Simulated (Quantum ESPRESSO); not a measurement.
Crystal: Bi2Te3 (Tellurobismuthite).

```
Bi Te
1.0
     2.19300    1.26613   10.16567
    -2.19300    1.26613   10.16567
     0.00000   -2.53226   10.16567
Bi Te
2 3
Direct
  0.60000 0.60000 0.60000
  0.40000 0.40000 0.40000
  0.79050 0.79050 0.79050
  0.20950 0.20950 0.20950
  0.00000 0.00000 0.00000
```

Base run:

```yaml
Program: Quantum ESPRESSO 7.5
Functional: PBE
Potentials_or_basis: SSSP 1.3 efficiency PBE
Cutoff: 748 eV
Density_cutoff: 5987 eV
k_mesh: 7 × 7 × 7
Occupations: fermi-dirac, width 0.05 eV
Spin: no spin polarisation
```

Its results: band gap on the k mesh 0.28 eV, direct; pressure 1.8 GPa; largest force 0.022 eV/Å.

Q: The run is repeated on the same cell with these changes: functional from PBE to PBEsol; potentials or basis from SSSP 1.3 efficiency PBE to PseudoDojo 0.4.1 SR PBEsol standard; cutoff from 748 eV to 1088 eV; density cutoff from 5987 eV to 4354 eV; valence electrons from 48 to 78. What comes out?

A: Band gap on the k mesh 0.23 eV, direct; pressure -0.5 GPa; largest force 0.091 eV/Å.

Caveats: spin-orbit coupling is left out, which as a rule narrows the gap of such compounds by several tenths of an eV; an odd mesh through Γ misses points on the zone boundary, where band edges often lie (some runs); some levels on the path didn't converge (some runs).

Not every run made on this cell is shown here.
